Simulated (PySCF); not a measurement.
**C₅H₂F₃O₂−: runs on many settings**

Aim: see how C₅H₂F₃O₂− (`[O-]c1ccc(C(F)(F)F)o1`) answers to the choice of functional, basis, grid and SCF options.

Programs: PySCF 2.14.0, with density-fitted response routines of our own. Each step states its level of theory. These are calculated values for one molecule in the gas phase, unless marked as measured. Atoms count from 0, in the outputs and in this text.

2 further runs of the same task are left out: 1 for a known fault of the program, 1 that didn't finish. Runs told in other sessions of the task aren't counted.

## 1. The starting structure

12 atoms, charge -1, multiplicity 1; geometry from: GFN2-xTB.

Bonds of the start (Å): O0–C1 1.23, C1–C2 1.41, C2–C3 1.39, C3–C4 1.38, C4–C5 1.45, C5–F6 1.35, C5–F7 1.37, C5–F8 1.37, C4–O9 1.38, O9–C1 1.39, C2–H10 1.07, C3–H11 1.08.

## 2. Shielding tensors: PBE0/pcSseg-1

Job settings and geometry (Å):

```
{"job": {"kind": "nmr", "xc": "PBE0", "basis": "pcSseg-1"}, "charge": -1, "multiplicity": 1}
O      2.703136    -1.341066     0.715514
C      1.754321    -0.646496     0.350889
C      1.688530     0.612267    -0.282885
C      0.348158     0.931292    -0.464328
C     -0.394210    -0.108246     0.046447
C     -1.832108    -0.295876     0.116804
F     -2.505736     0.746492    -0.420966
F     -2.358372    -0.434185     1.376375
F     -2.325627    -1.398843    -0.532991
O      0.445684    -1.083970     0.550471
H      2.539270     1.200585    -0.565515
H     -0.061848     1.817361    -0.915842
```

With the program's defaults for keys left out, this is: GIAO PBE0/pcSseg-1 NMR shielding, non-relativistic, gas phase.

Run with:

```bash
OMP_NUM_THREADS=1 python probes_run.py task.json out
```

This one command runs all jobs of the session in turn.

Output:

```text
coarse grid: 12104 points
cycle   1  E = -640.6584087521  dE =  2.016e+00  |g| = 1.256e+00  |ddm| = 3.512e+00
cycle   2  E = -639.7794964003  dE =  8.789e-01  |g| = 2.436e+00  |ddm| = 3.306e+00
cycle   3  E = -640.9013938726  dE = -1.122e+00  |g| = 4.744e-01  |ddm| = 2.811e+00
cycle   4  E = -640.9453072215  dE = -4.391e-02  |g| = 1.679e-01  |ddm| = 5.761e-01
cycle   5  E = -640.9496701135  dE = -4.363e-03  |g| = 5.854e-02  |ddm| = 1.254e-01
cycle   6  E = -640.9503076330  dE = -6.375e-04  |g| = 1.921e-02  |ddm| = 5.614e-02
cycle   7  E = -640.9503785302  dE = -7.090e-05  |g| = 5.333e-03  |ddm| = 1.781e-02
cycle   8  E = -640.9503841869  dE = -5.657e-06  |g| = 1.654e-03  |ddm| = 6.502e-03
final grid: 124016 points
cycle   9  E = -641.0498418369  dE = -3.198e-05  |g| = 1.358e-02  |ddm| = 3.028e-02
cycle  10  E = -641.0497828040  dE =  5.903e-05  |g| = 2.253e-02  |ddm| = 2.650e-02
cycle  11  E = -641.0498745406  dE = -9.174e-05  |g| = 1.741e-03  |ddm| = 1.848e-02
cycle  12  E = -641.0498750961  dE = -5.554e-07  |g| = 4.887e-04  |ddm| = 1.986e-03
cycle  13  E = -641.0498751294  dE = -3.335e-08  |g| = 2.229e-04  |ddm| = 5.551e-04
cycle  14  E = -641.0498751394  dE = -9.991e-09  |g| = 5.789e-05  |ddm| = 2.279e-04
cycle  15  E = -641.0498751400  dE = -5.546e-10  |g| = 1.840e-05  |ddm| = 5.210e-05
converged SCF energy = -641.0498751400

GIAO shielding tensors (ppm)
atom      isotropic    diamagn.    paramagn.     s11        s22        s33       span
  0 O       50.677     399.139    -348.463    -99.188    -42.059    293.278    392.466
  1 C       11.094     242.279    -231.186    -73.925     46.249     60.957    134.882
  2 C      111.379     256.240    -144.861     68.442    113.553    152.143     83.701
  3 C       60.659     252.209    -191.550    -33.297     53.604    161.669    194.966
  4 C       71.884     256.213    -184.329     31.733     79.214    104.704     72.971
  5 C       52.804     237.199    -184.394     48.341     51.239     58.833     10.492
  6 F      269.791     474.232    -204.442    192.604    249.572    367.196    174.593
  7 F      232.990     473.552    -240.562    133.175    220.033    345.763    212.588
  8 F      233.136     473.535    -240.399    133.384    220.283    345.741    212.357
  9 O       65.894     403.433    -337.538   -120.942    107.844    210.781    331.723
 10 H       27.813      32.306      -4.493     24.900     27.942     30.597      5.697
 11 H       25.139      32.899      -7.760     23.957     23.969     27.493      3.536
```

Run time: 24 s. Hardware: 1 thread of Arm Neoverse V2, shared host; peak memory 0.79 GiB.

The references, computed at this level on geometries of the same kind, shield at (ppm): ¹H TMS 31.72, ¹³C TMS 186.9, ¹⁹F CFCl3 170.9, ¹⁷O H2O 336.1. Their shielding less the atom's gives the shift. The references are single molecules in the gas phase, so shifts against H2O, NH3, PH3, H3PO4 or CFCl3 are not on the usual liquid scales and can be off by tens of ppm. Atoms listed in one row are averaged.

```tsv
atoms	environment	σ (ppm)	δ (ppm)
C1	substituted aromatic carbon next to the ring oxygen	11.1	175.8
C5	CF3 carbon	52.8	134.1
C3	aromatic CH	60.7	126.3
C4	substituted aromatic carbon next to the ring oxygen	71.9	115.0
C2	aromatic CH	111.4	75.5
H11	hydrogen on an aromatic CH	25.14	6.58
H10	hydrogen on an aromatic CH	27.81	3.90
O0	oxygen bonded to C	50.7	285.4
O9	aromatic ring oxygen	65.9	270.2
F6, F7, F8	fluorine of a CF3 group	245.3	-74.4
```

The run also stored atomic charges by several schemes (e):

```tsv
atoms	Mulliken	IAO	Hirshfeld	ESP fit
O0	-0.53	-0.60	-0.42	-0.68
C1	0.45	0.44	0.10	0.68
C2	-0.31	-0.39	-0.19	-0.58
C3	-0.11	-0.19	-0.12	-0.21
C4	-0.05	-0.02	-0.07	-0.08
C5	0.88	0.77	0.22	0.50
F6, F7, F8	-0.31	-0.32	-0.14	-0.22
O9	-0.47	-0.33	-0.14	-0.30
```

Mayer bond orders: O0–C1 1.87, C1–C2 1.28, C2–C3 1.33, C3–C4 1.43, C4–C5 1.09, C5–F6 0.96, C5–F7 0.95, C5–F8 0.95, C4–O9 0.98, O9–C1 0.98.

Ring of atoms C1, C2, C3, C4, O9: NICS(0) -9.4, NICS(1) -6.8, NICS(1)zz -15.0 ppm (means of both faces).

## 3. Excited states and response: PBE0/def2-SVPD

The job, as its differences from that of step 2:

```diff
@@ -1,2 +1,2 @@
-{"job": {"kind": "nmr", "xc": "PBE0", "basis": "pcSseg-1"}, "charge": -1, "multiplicity": 1}
+{"job": {"kind": "uv", "xc": "PBE0", "basis": "def2-SVPD", "nstates": 6, "ntriplets": 2}, "charge": -1, "multiplicity": 1}
 O      2.703136    -1.341066     0.715514
```

Level: TDDFT PBE0/def2-SVPD, vertical, gas phase, core orbitals frozen in the response.

Output:

```text
coarse grid: 12104 points
cycle   1  E = -640.2914882914  dE =  1.937e+00  |g| = 1.188e+00  |ddm| = 6.243e+00
cycle   2  E = -639.3755745781  dE =  9.159e-01  |g| = 2.398e+00  |ddm| = 7.912e+00
cycle   3  E = -640.5215111608  dE = -1.146e+00  |g| = 4.671e-01  |ddm| = 7.163e+00
cycle   4  E = -640.5663951740  dE = -4.488e-02  |g| = 1.598e-01  |ddm| = 8.130e-01
cycle   5  E = -640.5706724315  dE = -4.277e-03  |g| = 5.663e-02  |ddm| = 2.356e-01
cycle   6  E = -640.5713075803  dE = -6.351e-04  |g| = 1.710e-02  |ddm| = 9.894e-02
cycle   7  E = -640.5713663031  dE = -5.872e-05  |g| = 4.952e-03  |ddm| = 3.486e-02
cycle   8  E = -640.5713715035  dE = -5.200e-06  |g| = 1.549e-03  |ddm| = 1.046e-02
final grid: 124016 points
cycle   9  E = -640.6705614790  dE = -2.641e-05  |g| = 1.292e-02  |ddm| = 1.372e-01
cycle  10  E = -640.6705006865  dE =  6.079e-05  |g| = 2.193e-02  |ddm| = 3.969e-02
cycle  11  E = -640.6705927308  dE = -9.204e-05  |g| = 1.910e-03  |ddm| = 2.719e-02
cycle  12  E = -640.6705934734  dE = -7.426e-07  |g| = 3.893e-04  |ddm| = 2.787e-03
cycle  13  E = -640.6705934937  dE = -2.033e-08  |g| = 2.241e-04  |ddm| = 1.043e-03
cycle  14  E = -640.6705935043  dE = -1.057e-08  |g| = 5.286e-05  |ddm| = 4.354e-04
cycle  15  E = -640.6705935048  dE = -4.857e-10  |g| = 1.821e-05  |ddm| = 8.923e-05
converged SCF energy = -640.6705935048

Static polarisability (au): isotropic 79.414, principal 52.873 76.170 109.199

Singlet excitations
state   eV       nm        f      main configurations
  1   4.1160    301.2   0.00131   H->L 0.94
  2   4.6464    266.8   0.29219   H->L+1 0.97
  3   4.7259    262.4   0.00697   H->L+2 0.61, H->L+3 0.33
  4   4.8018    258.2   0.00578   H->L+3 0.64, H->L+2 0.34
  5   5.4690    226.7   0.00056   H->L+4 0.93
  6   5.6903    217.9   0.01417   H->L+5 0.96

Triplet excitations (Tamm-Dancoff, eV): 3.0594 4.0722
```

It took 45 s on 1 thread of Arm Neoverse V2, shared host; peak memory 0.88 GiB.

Frontier orbitals and where they lie:

```tsv
orbital	eV	atoms
HOMO−3	-5.04	O0 47 %, C1 20 %, O9 13 %
HOMO−2	-3.89	C3 31 %, O9 26 %, C2 22 %
HOMO−1	-2.91	O0 72 %, C1 10 %, O9 7 %
HOMO	-0.84	C4 24 %, C2 22 %, O0 21 %
LUMO	4.24	C5 18 %, F6 18 %, C3 16 %
LUMO+1	4.37	C3 26 %, C4 14 %, C2 9 %
LUMO+2	4.86	C2 18 %, H10 17 %, H11 13 %
```

With each of the 6 states as a Gaussian band of 0.4 eV half-width at 1/e, the curve within the window shown has maxima at 267 nm (ε 12,000), 220 nm (ε 610) L/(mol cm). Beyond the last state computed it falls off for lack of states. The curve at chosen wavelengths:

| nm | ε (L/mol/cm) |
| --- | --- |
| 207 | 331 |
| 213 | 528 |
| 219 | 611 |
| 224 | 613 |
| 230 | 764 |
| 236 | 1483 |
| 242 | 3162 |
| 248 | 5814 |
| 253 | 8358 |
| 259 | 10964 |
| 265 | 12252 |
| 271 | 11894 |
| 277 | 10211 |
| 282 | 8280 |
| 288 | 5905 |
| 294 | 3881 |
| 300 | 2379 |
| 306 | 1376 |
| 311 | 842 |
| 317 | 452 |
| 323 | 236 |
| 329 | 122 |
| 335 | 63 |
| 340 | 37 |
| 346 | 19 |
| 352 | 10 |

Further results of this job:

```tsv
property	computed
polarisability (Å³)	11.77
HOMO–LUMO gap (eV)	5.08
−ε(HOMO) (eV)	0.84
```

## 4. J couplings: PBE0/6-311G**

The job, as its differences from that of step 3:

```diff
@@ -1,2 +1,2 @@
-{"job": {"kind": "uv", "xc": "PBE0", "basis": "def2-SVPD", "nstates": 6, "ntriplets": 2}, "charge": -1, "multiplicity": 1}
+{"job": {"kind": "j", "xc": "PBE0", "basis": "6-311G**", "scf": {"aux": "def2-universal-jkfit"}}, "charge": -1, "multiplicity": 1}
 O      2.703136    -1.341066     0.715514
```

Level: PBE0/6-311G** indirect spin-spin coupling, non-relativistic, gas phase.

Output:

```text
final grid: 124016 points
cycle   1  E = -640.9586839824  dE =  2.057e+00  |g| = 1.304e+00  |ddm| = 3.453e+00
cycle   2  E = -639.9925305067  dE =  9.662e-01  |g| = 2.548e+00  |ddm| = 3.816e+00
cycle   3  E = -641.2122845364  dE = -1.220e+00  |g| = 5.020e-01  |ddm| = 3.133e+00
cycle   4  E = -641.2611800996  dE = -4.890e-02  |g| = 1.862e-01  |ddm| = 6.314e-01
cycle   5  E = -641.2665735860  dE = -5.393e-03  |g| = 6.513e-02  |ddm| = 1.495e-01
cycle   6  E = -641.2673493584  dE = -7.758e-04  |g| = 2.157e-02  |ddm| = 5.793e-02
cycle   7  E = -641.2674387771  dE = -8.942e-05  |g| = 5.953e-03  |ddm| = 1.865e-02
cycle   8  E = -641.2674459141  dE = -7.137e-06  |g| = 1.813e-03  |ddm| = 7.736e-03
cycle   9  E = -641.2674466064  dE = -6.923e-07  |g| = 7.138e-04  |ddm| = 2.068e-03
cycle  10  E = -641.2674467270  dE = -1.206e-07  |g| = 1.462e-04  |ddm| = 7.329e-04
cycle  11  E = -641.2674467305  dE = -3.412e-09  |g| = 7.777e-05  |ddm| = 1.430e-04
cycle  12  E = -641.2674467316  dE = -1.143e-09  |g| = 2.369e-05  |ddm| = 6.387e-05
cycle  13  E = -641.2674467317  dE = -1.260e-10  |g| = 4.124e-06  |ddm| = 2.707e-05
converged SCF energy = -641.2674467317

Indirect spin-spin couplings (Hz)
  i      j    bonds     total        FC       PSO       DSO        SD
  0 O    6 F    5     -1.870     0.061    -1.074     0.145    -1.003
  0 O   10 H    3      0.870     0.320     0.444     0.106         -
  1 C    6 F    4      1.200     0.426     0.543    -0.222     0.453
  1 C    7 F    4     -2.369    -1.503    -0.348    -0.158    -0.360
  1 C    8 F    4     -2.371    -1.506    -0.349    -0.157    -0.358
  1 C   10 H    2      7.064     7.892    -0.697    -0.130         -
  1 C   11 H    3      9.115     9.305     0.221    -0.411         -
  2 C    6 F    4      0.182     0.724    -0.565    -0.186     0.208
  2 C    7 F    4      1.588     2.367     0.351    -0.226    -0.904
  2 C    8 F    4      1.600     2.375     0.356    -0.226    -0.905
  2 C   10 H    1    152.198   149.839     1.285     1.074         -
  2 C   11 H    2      2.606     3.486    -0.542    -0.338         -
  3 C    6 F    3      0.535     1.087    -1.275     0.186     0.537
  3 C    7 F    3      1.930     2.120     1.837    -0.190    -1.836
  3 C    8 F    3      1.946     2.119     1.853    -0.191    -1.835
  3 C   10 H    2      4.809     5.725    -0.569    -0.346         -
  3 C   11 H    1    144.012   142.561     0.340     1.110         -
  4 C    6 F    2     47.005    49.709    -2.490     0.257    -0.470
  4 C    7 F    2     32.145    30.460    -1.447     0.201     2.931
  4 C    8 F    2     32.063    30.407    -1.468     0.201     2.922
  4 C   10 H    3      7.172     7.186     0.427    -0.441         -
  4 C   11 H    2      5.631     6.794    -1.064    -0.099         -
  5 C    6 F    1   -296.645  -280.869   -26.487     1.481     9.230
  5 C    7 F    1   -299.725  -283.010   -27.039     1.465     8.859
  5 C    8 F    1   -299.853  -283.120   -27.056     1.465     8.858
  5 C   10 H    4      1.526     1.455     0.321    -0.250         -
  5 C   11 H    3      1.109     1.073    -0.124     0.159         -
  6 F    7 F    2     88.467    48.056   -11.881    -0.038    52.331
  6 F    8 F    2     88.618    47.738   -11.453    -0.039    52.372
  6 F    9 O    3      2.184     1.224     1.547     0.158    -0.745
  6 F   10 H    5     -0.377    -0.098     0.623    -0.827    -0.075
  6 F   11 H    4      1.758     1.660    -1.077     1.253    -0.078
  7 F    8 F    2     75.488   113.014   -83.582     0.063    45.994
  7 F    9 O    3      3.509     2.999     0.873    -0.070    -0.292
  7 F   10 H    5     -2.190    -2.504     0.950    -1.056     0.419
  7 F   11 H    4     -3.330    -2.788     1.099    -0.889    -0.752
  8 F    9 O    3      3.473     2.962     0.879    -0.071    -0.297
  8 F   10 H    5     -2.167    -2.483     0.952    -1.056     0.420
  8 F   11 H    4     -3.322    -2.782     1.102    -0.893    -0.749
  9 O   10 H    3     -1.807    -1.944    -0.160     0.297         -
  9 O   11 H    3      1.073     0.555     0.233     0.285         -
 10 H   11 H    3      2.984     3.209     0.588    -0.813         -
```

It took 43 s on 1 thread of Arm Neoverse V2, shared host; peak memory 0.85 GiB.

This basis has no tight s functions, so the Fermi-contact terms are rough.

Beyond four bonds or across contacts, the largest of 1 Hz or more: F7–H10 -2.2 Hz, F8–H10 -2.2 Hz, O0–F6 -1.9 Hz.

A choice of the couplings up to four bonds, sorted by the number of bonds, with means over like pairs; isotopes 13C, 19F, 1H, 17O:

```tsv
pair	bonds	J (Hz)	Fermi contact (Hz)	dihedral (°)
C5–F6	1	-298.7	-282.3	–
C2–H10	1	152.2	149.8	–
C3–H11	1	144.0	142.6	–
F6–F7	2	84.2	69.6	–
C4–F6	2	37.1	36.9	–
C1–H10	2	7.1	7.9	–
C4–H11	2	5.6	6.8	–
C3–H10	2	4.8	5.7	–
C2–H11	2	2.6	3.5	–
C1–H11	3	9.1	9.3	180
C4–H10	3	7.2	7.2	180
F6–O9	3	3.1	2.4	–
H10–H11	3	3.0	3.2	0
O9–H10	3	-1.8	-1.9	-180
C3–F6	3	1.5	1.8	–
C5–H11	3	1.1	1.1	0
O9–H11	3	1.1	0.6	-180
F6–H11	4	-1.6	-1.3	–
C5–H10	4	1.5	1.5	–
C1–F6	4	-1.2	-0.9	–
C2–F6	4	1.1	1.8	–
```

Means hide unlike values in this fixed geometry: F6–H11 from -3.3 to 1.8 Hz. They hold only if the pairs exchange fast.

The spin-dipole term was solved for some atoms only; pairs without it lack that part.

The response was solved for the nuclei of F, H alone, so couplings that need other nuclei can be missing.

Quadrupole couplings from the field gradients of the same density:

```tsv
atom	isotope	eQq/h (MHz)	η
O9	17O	-9.361	0.41
O0	17O	7.366	0.75
```

Shifts (PBE0/pcSseg-1, unscaled) and these couplings together give the proton spectrum at 500 MHz below.

¹H NMR δ 6.58 (dq, J = 3.0, 1.6 Hz, 1H), 3.90 (dq, J = 3.0, 1.6 Hz, 1H).

## 5. NMR shieldings: PBE0/6-31G*

The job, as its differences from that of step 4:

```diff
@@ -1,2 +1,2 @@
-{"job": {"kind": "j", "xc": "PBE0", "basis": "6-311G**", "scf": {"aux": "def2-universal-jkfit"}}, "charge": -1, "multiplicity": 1}
+{"job": {"kind": "nmr", "xc": "PBE0", "basis": "6-31G*", "pop": true, "scf": {"guess": "vsap"}}, "charge": -1, "multiplicity": 1}
 O      2.703136    -1.341066     0.715514
```

Level: GIAO PBE0/6-31G* NMR shielding, non-relativistic, gas phase.

Output:

```text
final grid: 124016 points
cycle   1  E = -639.7185278313  dE =  3.158e-01  |g| = 2.364e+00  |ddm| = 5.819e+00
cycle   2  E = -633.2957267067  dE =  6.423e+00  |g| = 5.503e+00  |ddm| = 7.972e+00
cycle   3  E = -640.5740142615  dE = -7.278e+00  |g| = 1.431e+00  |ddm| = 5.718e+00
cycle   4  E = -641.0443841881  dE = -4.704e-01  |g| = 3.950e-01  |ddm| = 1.882e+00
cycle   5  E = -641.0752095202  dE = -3.083e-02  |g| = 1.510e-01  |ddm| = 4.280e-01
cycle   6  E = -641.0792698903  dE = -4.060e-03  |g| = 5.447e-02  |ddm| = 1.550e-01
cycle   7  E = -641.0799153725  dE = -6.455e-04  |g| = 2.201e-02  |ddm| = 6.346e-02
cycle   8  E = -641.0800093978  dE = -9.403e-05  |g| = 3.979e-03  |ddm| = 2.060e-02
cycle   9  E = -641.0800121007  dE = -2.703e-06  |g| = 1.734e-03  |ddm| = 4.391e-03
cycle  10  E = -641.0800126362  dE = -5.355e-07  |g| = 4.826e-04  |ddm| = 1.680e-03
cycle  11  E = -641.0800126868  dE = -5.064e-08  |g| = 1.703e-04  |ddm| = 5.939e-04
cycle  12  E = -641.0800126933  dE = -6.467e-09  |g| = 4.723e-05  |ddm| = 2.273e-04
cycle  13  E = -641.0800126937  dE = -4.475e-10  |g| = 2.205e-05  |ddm| = 5.705e-05
converged SCF energy = -641.0800126937

GIAO shielding tensors (ppm)
atom      isotropic    diamagn.    paramagn.     s11        s22        s33       span
  0 O       91.033     398.759    -307.726    -50.169      6.511    316.757    366.926
  1 C       36.615     244.821    -208.206    -38.723     68.349     80.217    118.940
  2 C      126.368     258.247    -131.879     91.761    122.946    164.396     72.636
  3 C       80.309     260.017    -179.707     -2.272     72.359    170.841    173.113
  4 C       91.658     256.027    -164.369     56.652     98.533    119.788     63.136
  5 C       70.009     243.055    -173.046     66.472     69.170     74.386      7.914
  6 F      292.238     474.538    -182.300    222.533    277.959    376.221    153.688
  7 F      257.354     473.756    -216.401    166.809    246.768    358.486    191.676
  8 F      257.477     473.741    -216.264    166.994    246.979    358.456    191.462
  9 O       96.917     403.217    -306.300    -71.436    130.580    231.609    303.045
 10 H       29.091      30.854      -1.763     26.013     29.404     31.856      5.843
 11 H       26.327      31.900      -5.572     24.973     25.361     28.648      3.674
```

Run time: 21 s. Hardware: 1 thread of Arm Neoverse V2, shared host; peak memory 0.7 GiB.

In short: δ C1 159.8, C5 126.4, C3 116.1, C4 104.7, H11 6.08, H10 3.32 ppm.

## 6. Shielding tensors: PBE0/pcSseg-1

The job, as its differences from that of step 5:

```diff
@@ -1,2 +1,2 @@
-{"job": {"kind": "nmr", "xc": "PBE0", "basis": "6-31G*", "pop": true, "scf": {"guess": "vsap"}}, "charge": -1, "multiplicity": 1}
+{"job": {"kind": "nmr", "xc": "PBE0", "basis": "pcSseg-1", "pop": false, "scf": {"aux": "def2-qzvpp-jkfit"}}, "charge": -1, "multiplicity": 1}
 O      2.703136    -1.341066     0.715514
```

With the program's defaults for keys left out, this is: GIAO PBE0/pcSseg-1 NMR shielding, non-relativistic, gas phase.

Output:

```text
final grid: 124016 points
cycle   1  E = -640.7546671521  dE =  2.023e+00  |g| = 1.265e+00  |ddm| = 3.508e+00
cycle   2  E = -639.8549044535  dE =  8.998e-01  |g| = 2.459e+00  |ddm| = 3.350e+00
cycle   3  E = -640.9996687576  dE = -1.145e+00  |g| = 4.803e-01  |ddm| = 2.858e+00
cycle   4  E = -641.0446297669  dE = -4.496e-02  |g| = 1.718e-01  |ddm| = 5.867e-01
cycle   5  E = -641.0491977693  dE = -4.568e-03  |g| = 5.987e-02  |ddm| = 1.284e-01
cycle   6  E = -641.0498662367  dE = -6.685e-04  |g| = 1.959e-02  |ddm| = 5.789e-02
cycle   7  E = -641.0499401192  dE = -7.388e-05  |g| = 5.446e-03  |ddm| = 1.823e-02
cycle   8  E = -641.0499460228  dE = -5.904e-06  |g| = 1.686e-03  |ddm| = 6.677e-03
cycle   9  E = -641.0499466390  dE = -6.162e-07  |g| = 6.295e-04  |ddm| = 2.052e-03
cycle  10  E = -641.0499467329  dE = -9.393e-08  |g| = 1.293e-04  |ddm| = 7.031e-04
cycle  11  E = -641.0499467356  dE = -2.744e-09  |g| = 6.731e-05  |ddm| = 1.335e-04
cycle  12  E = -641.0499467365  dE = -8.611e-10  |g| = 2.091e-05  |ddm| = 5.683e-05
converged SCF energy = -641.0499467365

GIAO shielding tensors (ppm)
atom      isotropic    diamagn.    paramagn.     s11        s22        s33       span
  0 O       50.677     399.139    -348.463    -99.192    -42.060    293.281    392.472
  1 C       11.094     242.278    -231.184    -73.926     46.249     60.961    134.888
  2 C      111.381     256.239    -144.858     68.443    113.555    152.145     83.702
  3 C       60.658     252.208    -191.550    -33.297     53.603    161.669    194.967
  4 C       71.881     256.213    -184.331     31.731     79.212    104.701     72.970
  5 C       52.804     237.199    -184.395     48.341     51.239     58.832     10.491
  6 F      269.789     474.232    -204.443    192.602    249.568    367.196    174.595
  7 F      232.988     473.552    -240.564    133.171    220.031    345.763    212.591
  8 F      233.134     473.535    -240.401    133.381    220.280    345.741    212.360
  9 O       65.892     403.433    -337.541   -120.938    107.842    210.771    331.709
 10 H       27.813      32.306      -4.493     24.900     27.941     30.597      5.697
 11 H       25.139      32.899      -7.760     23.957     23.969     27.493      3.536
```

It took 23 s on 1 thread of Arm Neoverse V2, shared host; peak memory 0.76 GiB.

Key values: δ C1 175.8, C5 134.1, C3 126.3, C4 115.0, H11 6.58, H10 3.90 ppm.

## 7. Outcome

| quantity | value |
| --- | --- |
| ¹³C shifts against TMS (PBE0/pcSseg-1) | 175.8, 134.1, 126.3, 115.0, 75.5 ppm |
| ¹H shifts against TMS (PBE0/pcSseg-1) | 6.58, 3.90 ppm |
| ¹⁷O shifts against H2O (PBE0/pcSseg-1) | 285.4, 270.2 ppm |
| ¹⁹F shifts against CFCl3 (PBE0/pcSseg-1, means over atoms taken as alike) | -74.4 ppm |
| lowest singlet (PBE0/def2-SVPD) | 4.12 eV (301 nm), f = 0.001 |
| brightest single state of those computed | state 2, 4.65 eV, f = 0.292 |
| lowest triplet | 3.06 eV |
| largest coupling of the table (PBE0/6-311G**) | ¹J(C,F) C5–F6, -298.7 Hz (mean over like pairs) |

In words: Single values in the summary come from the first sound run of each kind (PBE0/pcSseg-1; PBE0/def2-SVPD; PBE0/6-311G**), which need not be the best level. At PBE0/pcSseg-1: The widest tensor belongs to O0: span 392 ppm, with a paramagnetic part of -348 ppm. The lowest singlet, at 4.12 eV, is HOMO→LUMO 0.94 and is weak; of the 6 states computed, the strongest absorption comes from state 2 at 4.65 eV. The lowest triplet lies 1.06 eV below the lowest singlet (triplets in Tamm-Dancoff, singlets in full TDDFT). The lowest singlet lies above −ε(HOMO); no detachment energy was computed, so the anion's states may not be bound. In the run at PBE0/6-311G**, the largest coupling of the table is C5–F6 (mean over like pairs), -298.7 Hz, of which the Fermi-contact term gives -282.3 Hz. Density functionals describe couplings to fluorine poorly, F–F couplings above all, so those rows are rough. Couplings from bases without tight functions are rough.
